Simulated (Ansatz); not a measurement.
Geometry optimisation, DFT PBE, scalar-relativistic, plane waves, PAW (Ansatz 0.2.0).

Input file:

```yaml
crystal:
  lattice:
    - [6.6, 0.0, 0.0]
    - [0.0, 6.6, 0.0]
    - [0.0, 0.0, 6.6]
  atoms:
    - { symbol: Nb, position: [0.0, 0.0, 0.0] }
    - { symbol: Nb, position: [0.5, 0.0, 0.0] }
    - { symbol: Nb, position: [0.0, 0.5, 0.0] }
    - { symbol: Nb, position: [0.0, 0.0, 0.5] }
    - { symbol: Nb, position: [0.25, 0.25, 0.25] }
    - { symbol: Nb, position: [0.5, 0.5, 0.0] }
    - { symbol: Nb, position: [0.5, 0.0, 0.5] }
    - { symbol: Nb, position: [0.75, 0.25, 0.25] }
    - { symbol: Nb, position: [0.0, 0.5, 0.5] }
    - { symbol: Nb, position: [0.25, 0.75, 0.25] }
    - { symbol: Nb, position: [0.25, 0.25, 0.75] }
    - { symbol: Nb, position: [0.5, 0.5, 0.5] }
    - { symbol: Nb, position: [0.75, 0.75, 0.25] }
    - { symbol: Nb, position: [0.75, 0.25, 0.75] }
    - { symbol: Nb, position: [0.25, 0.75, 0.75] }
    - { symbol: Nb, position: [0.75, 0.75, 0.75] }
    - { symbol: H, position: [0.25041495, 0.0013339, 0.13259808] }
basis:
  ecutwfc: 420.0
kpoints:
  mp_grid: { grid: [3, 3, 3] }
hamiltonian:
  xc: pbe
scf:
  occupations: { method: fermi_dirac, width: 0.05 }
  lower_state_search: "off"
relax:
  f_tol: 0.03
  max_steps: 60
  adjacent_minimum: "off"
output:
  write_density: true
  write_potential: true
  elf: true
  volumetric_format: npy
```

Command:

```bash
$ ansatz run input.yaml --threads 4 --pin off --max-ram 10240MiB --backend cpu --events-out ev --progress --plain --runs-dir out
```

Task: Where does it end, and by what steps?

Result: The forces met the threshold. The force dipped under the threshold on the way, but the program's further checks kept it going. Limits of this set-up: coarse k mesh, odd electron count without spin. After 4 steps the energy has fallen by 0.131 eV; Nb5 moved furthest, 0.06 Å.

| step | energy less start (eV) | largest force component (eV/Å) | accepted |
| --- | --- | --- | --- |
| 0 | 0.0000 | 1.154 | yes |
| 1 | 0.1467 | 1.176 | no |
| 2 | -0.1258 | 0.146 | yes |
| 3 | -0.1314 | 0.007 | yes |
| 4 | -0.1314 | 0.007 | yes |

```xyz
17
Lattice="6.6000 0.0000 0.0000 0.0000 6.6000 0.0000 0.0000 0.0000 6.6000" Properties=species:S:1:pos:R:3
Nb -0.043 0.001 -0.034
Nb 3.343 0.001 -0.034
Nb 0.001 3.301 0.014
Nb -0.006 0.001 3.303
Nb 1.650 1.694 1.690
Nb 3.299 3.301 0.014
Nb 3.306 0.001 3.303
Nb 4.950 1.650 1.642
Nb 0.001 3.301 3.318
Nb 1.650 4.907 1.690
Nb 1.650 1.657 4.953
Nb 3.299 3.301 3.318
Nb 4.950 4.951 1.642
Nb 4.950 1.649 4.937
Nb 1.650 4.944 4.953
Nb 4.950 4.952 4.937
H 1.650 0.001 0.828
```

Whether the end is a true minimum wasn't checked by a vibrational analysis.

Run time: 42 s on 4 threads of Intel(R) Xeon(R) Platinum 8488C (Sapphire Rapids), with other jobs on the host, peak memory 1.4 GiB.
